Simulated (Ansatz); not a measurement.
# NaLa (P1) in Ansatz: convergence with wavefunction cutoff

Aim: find how far wavefunction cutoff must go before the results for NaLa settle, at PBE. This setting moves, with any that are tied to it; all else stays.

Program: Ansatz 0.2.0. These are calculated values, not measurements. Logs are shortened: lines on timing, memory, paths and dates and some standing lists are left out, and cuts for length are marked.

### Step 1. The cell of the first run

The typed cell holds 2 atoms: a = 3.606 Å, b = 3.606 Å, c = 6.484 Å, α = 90.00°, β = 90.00°, γ = 120.00°.

The cell comes from a database or a generator and needn't be the stable form of this composition.

The cell isn't the ideal one: atoms moved at random, drawn with an rms of 0.05 Å.

### Step 2. With wavefunction cutoff 200 eV

input.yaml

```yaml
crystal:
  lattice:
    - [3.6062507687, 0.0, 0.0]
    - [-1.8031253843, 3.1231047781, 0.0]
    - [0.0, 0.0, 6.483782]
  atoms:
    - { symbol: La, position: [0.337037, 0.667615, 0.504534] }
    - { symbol: Na, position: [0.005474, 0.003029, 0.006288] }
hamiltonian:
  xc: pbe
  pseudopotentials: { kind: paw }
kpoints:
  mp_grid: { grid: [6, 6, 3] }
scf:
  occupations: { method: gaussian, width: 0.05 }
output:
  forces: true
  stress: true
  eigenvalues: true
basis:
  ecutwfc: "200 eV"
```

Potentials or basis: Ansatz PAW.

Started as:

```
ansatz run input.yaml --threads 2 --pin off --max-ram 5632MiB --backend cpu --events-out ev --progress --plain --runs-dir out
```

The program printed:

```text
Warning: basis.ecutwfc = 200 eV is below the records' recommended 420 eV, and the density's cutoff is lower with it unless basis.ecutrho_ratio is high enough to keep the records' density cutoff: compare with a run at a higher cutoff
Warning: RAYON_NUM_THREADS=2 ignored (pool sized by the plan → 2); use --threads N
Engine: ansatz 0.2.0, aarch64-unknown-linux-gnu
Pseudopotentials: kind: paw
Pseudopotential: La, paw, valence charge 11, recommended cutoff 420 eV (normal), La.paw.azcp
Pseudopotential: Na, paw, valence charge 9, recommended cutoff 420 eV (normal), Na.paw.azcp
Functional definition: PBE
  parameter kappa = 0.804
  parameter beta = 0.06672455060314922
  exchange = pbe_x(kappa = kappa, mu = beta*pi^2/3)
  correlation = pbe_c(beta = beta)
Crystal: 2 atoms, lattice volume = 73.025 Å³
Basis set: ecut = 200 eV, 477 PW (Γ), exchange–correlation on 36×36×60 points (8 copies of the dense FFT grid, shifted against one another)
Bands: 14, of which v1, the nominal top of the filled ones, is band 10 counted from 1 (9 counted from 0)
Symmetry: 1 space group operations
Space group: P1 (ITA 1), of the structure as read, at distance tolerance 4.2e-5 Å
k-points: 56 of 108 (time reversal used)
Non-local potential: La, projectors of the file, l = 0: 3, l = 1: 2, l = 2: 2, l = 3: 3
Non-local potential: Na, projectors of the file, l = 0: 3, l = 1: 2, l = 2: 1
PAW form: soft (Blöchl's): semilocal exchange-correlation on the pseudo side does not see the compensation charge
PAW one-centre angular grid: La, 590 points (default); XC on 64 Gauss nodes
PAW one-centre angular grid: Na, 110 points (default); XC on 64 Gauss nodes
Initial density: superposition of atomic densities (neutral atoms: chi_scale 0, normalization atom), corrected by the library's trained network
Initial wavefunctions: pseudopotential atomic-orbital guess
Functional: x = pbe(κ = 0.804, μ = 0.2195149727645171), c = pbe(β = 0.06672455060314922)
SCF iter   1: F=—  HF=-7732.486944 eV  |F-HF|=—  |Δ(HF+E_count)|=         —  Δρ=2.96e-2  dr2=2.23e-1  ethr=1.77e-3  ⟨swp⟩=4.0  Hψ=3476  notcnv=0
preconditioner: auto → none  [insulator: Δε(μ)=0.100 eV  Ē_g=2.583 eV  σ=0.050 eV  W_gap=0.73  n_scr=10 (ndim 8)  ℏωp=8.7 eV  f_vac=0.000  D(μ)=1.71/eV (n_scr^D=10)  ε∞_Penn≈12.3]
SCF iter   2: F=—  HF=-7732.332038 eV  |F-HF|=—  |Δ(HF+E_count)|=   1.55e-1  Δρ=8.36e-3  dr2=5.12e-2  ethr=1.12e-3  ⟨swp⟩=2.1  Hψ=1994  notcnv=0  defer=1
SCF iter   3: F=—  HF=-7732.333343 eV  |F-HF|=—  |Δ(HF+E_count)|=   1.31e-3  Δρ=4.73e-3  dr2=5.92e-2  ethr=2.56e-4  ⟨swp⟩=3.5  Hψ=1409  notcnv=0  defer=1
SCF iter   4: F=—  HF=-7732.322013 eV  |F-HF|=—  |Δ(HF+E_count)|=   1.13e-2  Δρ=2.13e-3  dr2=1.30e-3  ethr=2.56e-4  ⟨swp⟩=2.0  Hψ=1206  notcnv=0  defer=1
SCF iter   5: F=—  HF=-7732.322296 eV  |F-HF|=—  |Δ(HF+E_count)|=   2.83e-4  Δρ=1.41e-4  dr2=3.25e-5  ethr=6.50e-6  ⟨swp⟩=1.9  Hψ=1006  notcnv=0  defer=1
SCF iter   6: F=—  HF=-7732.322293 eV  |F-HF|=—  |Δ(HF+E_count)|=   2.99e-6  Δρ=6.08e-5  dr2=1.37e-5  ethr=1.63e-7  ⟨swp⟩=2.0  Hψ=1223  notcnv=0  defer=1
SCF iter   7: F=—  HF=-7732.322291 eV  |F-HF|=—  |Δ(HF+E_count)|=   2.19e-6  Δρ=3.49e-5  dr2=1.36e-6  ethr=6.85e-8  ⟨swp⟩=2.0  Hψ=891  notcnv=0  defer=1
SCF iter   8: F=—  HF=-7732.322291 eV  |F-HF|=—  |Δ(HF+E_count)|=   1.96e-9  Δρ=8.43e-6  dr2=1.77e-7  ethr=6.79e-9  ⟨swp⟩=2.3  Hψ=1051  notcnv=0  defer=1
SCF iter   9: F=-7732.322291 eV  HF=-7732.322291 eV  |F-HF|=2.91e-9  |Δ(HF+E_count)|=   3.10e-8  Δρ=2.41e-6  dr2=6.88e-9  ethr=5.00e-10  ⟨swp⟩=4.1  Hψ=2294  notcnv=0
SCF 1 converged in 9 iterations: F = -7732.322291 eV  dr2 = 6.88e-9
SCF converged after 9 iterations
Free energy (F): -7732.322291 eV
Harris-Foulkes:  -7732.322291 eV  (|F-HF|=2.91e-9)
Internal energy: -7732.319585 eV  (E = F + TS)
E sigma→0 (E₀):  -7732.320938 eV
Entropy (-TS):   -0.002706 eV (-1.353 meV/atom)
Fermi energy:    6.514741 eV
--- Per-component energies (eV) ---
  E_band       = -300.395163
  E_kinetic    = 323.002548
  E_local      = -1765.925303  (includes V_loc(G=0)·N_el)
  E_nonlocal   = 200.963346
  E_hartree    = 624.710585
  E_xc         = -179.354635
  E_vxc        = -199.025744  (∫ρ·V_xc dr)
  E_paw        = -5680.123251  (= ΣΔE_a)
  E_vpaw       = -108.832391  (= ΣTr[D̂ρ^β])
  E_aug_tail   = 0.000301  (compensation charges beyond the density's cutoff)
  E_ewald      = -1255.593178
  E_smearing   = -0.002706  (= −TS)
  E_closure    = 0.000000  (closes the sum)
  Σ components = -7732.322291   (vs F -7732.322291, Δ=0.00e0)
--- Forces (eV/Å), atoms counted from 1 ---
  atom   1  La    -0.00009539    -0.00013562     0.00495003
  atom   2  Na     0.00012726     0.00015594    -0.00462692
  max |Σ_I F_I| component: 3.23e-4 eV/Å
--- Stress (GPa, compression-positive) ---
        0.429882      -0.003965       0.000148
       -0.003965       0.449616       0.000431
        0.000148       0.000431       0.032174
  P = ⅓ Tr σ = 0.3039 GPa (3.039 kbar)
--- Band table (eV; the first three rows and the last of 56) ---
  k-point 0: bands = ["-47.2539", "-26.7314", "-18.9933", "-18.7750", "-18.7747", "-10.4678", "-9.6020", "-9.6019", "3.2278", "5.2620", "7.3483", "8.1702", "8.1704", "8.9953"]
  k-point 1: bands = ["-47.2275", "-26.6955", "-18.7476", "-18.6387", "-18.6379", "-10.4464", "-9.5886", "-9.5885", "3.7485", "4.8704", "6.6572", "8.1715", "8.1718", "9.3308"]
  k-point 2: bands = ["-47.2504", "-26.6798", "-18.8794", "-18.8161", "-18.7952", "-10.3969", "-9.9880", "-9.6909", "3.7745", "5.8968", "6.9471", "7.3207", "8.6610", "9.2251"]
  k-point 55: bands = ["-47.2647", "-26.5560", "-18.9959", "-18.9119", "-18.8754", "-11.0178", "-10.2169", "-9.9430", "5.1155", "5.4850", "7.4100", "8.4957", "8.7012", "8.9769"]
```

Run time: 1.3 s. Hardware: 2 threads of Arm Neoverse V1, shared host; peak memory 0.29 GiB.

What came out:

```
Free energy            : -7732.3223 eV
Pressure               : 0.3 GPa
Largest force          : 0.005 eV/Å
Band gap on the k mesh : none (metal or under the smearing width)
```

### Step 3. With wavefunction cutoff 250 eV

Changes to input.yaml since step 2:

```diff
@@ -20,2 +20,2 @@
 basis:
-  ecutwfc: "200 eV"
+  ecutwfc: "250 eV"
```

Potentials or basis: Ansatz PAW.

Started as:

```
ansatz run input.yaml --threads 2 --pin off --max-ram 5632MiB --backend cpu --events-out ev --progress --plain --runs-dir out
```

Wall time 1.7 s (2 threads of Arm Neoverse V1, shared host); peak memory 0.31 GiB.

What came out:

* Free energy: -7735.5181 eV
* Pressure: 0.2 GPa
* Largest force: 0.014 eV/Å
* Band gap on the k mesh: none (metal or under the smearing width)

### Step 4. With wavefunction cutoff 300 eV

Changes to input.yaml since step 3:

```diff
@@ -20,2 +20,2 @@
 basis:
-  ecutwfc: "250 eV"
+  ecutwfc: "300 eV"
```

Started as:

```
ansatz run input.yaml --threads 2 --pin off --max-ram 5632MiB --backend cpu --events-out ev --progress --plain --runs-dir out
```

Run time: 2 s. Hardware: 2 threads of Arm Neoverse V1, shared host; peak memory 0.34 GiB.

Results:

```yaml
Free_energy: -7736.0810 eV
Pressure: 0.2 GPa
Largest_force: 0.016 eV/Å
Band_gap_on_the_k_mesh: none (metal or under the smearing width)
```

### Step 5. With wavefunction cutoff 350 eV

Changes to input.yaml since step 4:

```diff
@@ -20,2 +20,2 @@
 basis:
-  ecutwfc: "300 eV"
+  ecutwfc: "350 eV"
```

Started as:

```
ansatz run input.yaml --threads 2 --pin off --max-ram 5632MiB --backend cpu --events-out ev --progress --plain --runs-dir out
```

Wall time 2.6 s (2 threads of Arm Neoverse V1, shared host); peak memory 0.35 GiB.

What came out:

```yaml
Free_energy: -7736.1567 eV
Pressure: 0.2 GPa
Largest_force: 0.016 eV/Å
Band_gap_on_the_k_mesh: none (metal or under the smearing width)
```

### Step 6. With wavefunction cutoff 400 eV

Changes to input.yaml since step 5:

```diff
@@ -20,2 +20,2 @@
 basis:
-  ecutwfc: "350 eV"
+  ecutwfc: "400 eV"
```

Potentials or basis: Ansatz PAW.

Started as:

```
ansatz run input.yaml --threads 2 --pin off --max-ram 5632MiB --backend cpu --events-out ev --progress --plain --runs-dir out
```

Run time: 3.9 s. Hardware: 2 threads of Arm Neoverse V1, shared host; peak memory 0.37 GiB.

It converged, with:

```
Free energy            : -7736.1619 eV
Pressure               : 0.2 GPa
Largest force          : 0.016 eV/Å
Band gap on the k mesh : none (metal or under the smearing width)
```

### Step 7. With wavefunction cutoff 450 eV

Changes to input.yaml since step 6:

```diff
@@ -20,2 +20,2 @@
 basis:
-  ecutwfc: "400 eV"
+  ecutwfc: "450 eV"
```

Started as:

```
ansatz run input.yaml --threads 2 --pin off --max-ram 5632MiB --backend cpu --events-out ev --progress --plain --runs-dir out
```

Run time: 4.5 s. Hardware: 2 threads of Arm Neoverse V1, shared host; peak memory 0.39 GiB.

It converged, with:

```yaml
Free_energy: -7736.1622 eV
Pressure: 0.2 GPa
Largest_force: 0.016 eV/Å
Band_gap_on_the_k_mesh: none (metal or under the smearing width)
```

### Step 8. With wavefunction cutoff 500 eV

Changes to input.yaml since step 7:

```diff
@@ -20,2 +20,2 @@
 basis:
-  ecutwfc: "450 eV"
+  ecutwfc: "500 eV"
```

Started as:

```
ansatz run input.yaml --threads 2 --pin off --max-ram 5632MiB --backend cpu --events-out ev --progress --plain --runs-dir out
```

Wall time 5.6 s (2 threads of Arm Neoverse V1, shared host); peak memory 0.41 GiB.

The run converged. Its results:

```
Free energy            : -7736.1627 eV
Pressure               : 0.2 GPa
Largest force          : 0.016 eV/Å
Band gap on the k mesh : none (metal or under the smearing width)
```

### Step 9. With wavefunction cutoff 600 eV

Changes to input.yaml since step 8:

```diff
@@ -20,2 +20,2 @@
 basis:
-  ecutwfc: "500 eV"
+  ecutwfc: "600 eV"
```

Potentials or basis: Ansatz PAW.

Started as:

```
ansatz run input.yaml --threads 2 --pin off --max-ram 5632MiB --backend cpu --events-out ev --progress --plain --runs-dir out
```

Wall time 5.8 s (2 threads of Arm Neoverse V1, shared host); peak memory 0.38 GiB.

It converged, with:

```yaml
Free_energy: -7736.1631 eV
Pressure: 0.2 GPa
Largest_force: 0.016 eV/Å
Band_gap_on_the_k_mesh: none (metal or under the smearing width)
```

### Step 10. With wavefunction cutoff 800 eV

Changes to input.yaml since step 9:

```diff
@@ -20,2 +20,2 @@
 basis:
-  ecutwfc: "600 eV"
+  ecutwfc: "800 eV"
```

Started as:

```
ansatz run input.yaml --threads 2 --pin off --max-ram 5632MiB --backend cpu --events-out ev --progress --plain --runs-dir out
```

Wall time 8.8 s (2 threads of Arm Neoverse V1, shared host); peak memory 0.47 GiB.

It converged, with:

```
Free energy            : -7736.1632 eV
Pressure               : 0.2 GPa
Largest force          : 0.015 eV/Å
Band gap on the k mesh : none (metal or under the smearing width)
```

### Step 11. Summary

```
wavefunction cutoff  energy less the tightest run, at zero smearing (meV/atom)  pressure (GPa)  largest force (eV/Å)  SCF cycles  CPU time (s)  peak memory (GiB)
             200 eV                                                    1920.42            0.30                 0.005           9           2.4               0.29
             250 eV                                                     322.50            0.18                 0.014           8           3.1               0.31
             300 eV                                                      41.06            0.21                 0.016           8           3.8               0.34
             350 eV                                                       3.25            0.21                 0.016           9           5.1               0.35
             400 eV                                                       0.64            0.21                 0.016           8           7.5               0.37
             450 eV                                                       0.48            0.21                 0.016           8           8.6               0.39
             500 eV                                                       0.21            0.21                 0.016           9            11               0.41
             600 eV                                                       0.04            0.22                 0.016           9            11               0.38
             800 eV                                                       0.00            0.22                 0.015           8            17               0.47
```

Against the tightest run, the energy stays within 1 meV/atom from 400 eV on; the pressure stays within 0.1 GPa from 200 eV on; the largest force stays within 0.005 eV/Å from 250 eV on. The tightest run that finished is the yardstick and may itself not be fully converged.
